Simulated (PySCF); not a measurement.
# LaOF: other functionals and bases at one geometry

One table from this session's results is given with a row withheld; the runs are named, their logs left out.

Program: PySCF 2.14.0. Level of theory: several levels, as the steps say, no spin–orbit coupling. These are calculated values, not measurements.

1 further run of the same task is left out (for a known fault of the program).

### The system as given

3 atoms, charge 0, spin multiplicity 1.

Bond lengths: La1–O2 1.906 Å, La1–F3 2.144 Å. Angles: O2–La1–F3 109.6°.

Coordinates:

```xyz
3
FLaO
La    0.04733    0.00000   -0.38980
O     1.58787    0.00000    0.73198
F    -1.72355    0.00000    0.81795
```

Formal oxidation states: La +3. The 4f shell is empty and lies in the core potential. An earlier session relaxed this geometry at PBE0, La lcecp-1-SVP with ECP46, O def2-SVP, F def2-SVP (singlet, point group Cs).

At PBE0 on the finer grid: E = -206.437010 Eh, HOMO -6.59 eV, LUMO -1.91 eV, Mulliken charge on La1 +0.97 e, largest force component 0.006 eV/Å. The large-core potential holds the 4f shell empty.

Levels to run: HF; wB97X; PBE0, TZVP. Hardware: 2 threads of Arm Neoverse V2, shared host.

The first run:

Contents of run.py (the lines that set the calculation):

```python
mol = gto.M(atom='''
La     0.04733     0.00000    -0.38980
O      1.58787     0.00000     0.73198
F     -1.72355     0.00000     0.81795''',
    basis={'La': 'lcecp-1-SVP', 'O': 'def2-SVP', 'F': 'def2-SVP'},
    ecp={'La': 'lcecp-1-SVP'},
    charge=0, spin=0)
mf = scf.RHF(mol)
mf = mf.density_fit()  # fitting sets: La AutoAux, O def2-universal-JKFIT, F def2-universal-JKFIT
mf.conv_tol = 1e-08; mf.max_cycle = 55
mf.kernel(dm0)  # dm0: the density of the relaxed state
```

Run with:

```bash
> OMP_NUM_THREADS=2 python run.py
```

Among the steps run: HF; wB97X; PBE0, TZVP.

One table of the session follows, with a row left open; its other results are not shown here.

| level | HOMO (eV) | gap (eV) | charge on La1 (e) | dipole (D) | largest force component (eV/Å) |
| --- | --- | --- | --- | --- | --- |
| PBE0 (relaxed here) | -6.59 | 4.68 | 0.97 | 7.55 | 0.01 |
| HF | ? | ? | ? | ? | ? |
| wB97X | -8.77 | 8.55 | 0.99 | 7.94 | 0.35 |
| PBE0, TZVP | -6.56 | 4.69 | 1.29 | 7.77 | 0.32 |

Estimate the missing values for HF.

**Answer.** HOMO (eV): -9.84; gap (eV): 9.46; charge on La1 (e): 1.35; dipole (D): 8.94; largest force component (eV/Å): 0.96. In the column «HOMO (eV)» it is the lowest.

In one basis the HOMO–LUMO gap runs from 4.68 eV (PBE0) to 9.46 eV (HF). The largest leftover force, 0.96 eV/Å with HF, stands at a geometry relaxed at another level. With 4f in the core, its levels are missing from HOMO and gap, and its count is fixed, so no charge can pass from the ligands into it. Total energies of different levels can't be compared.
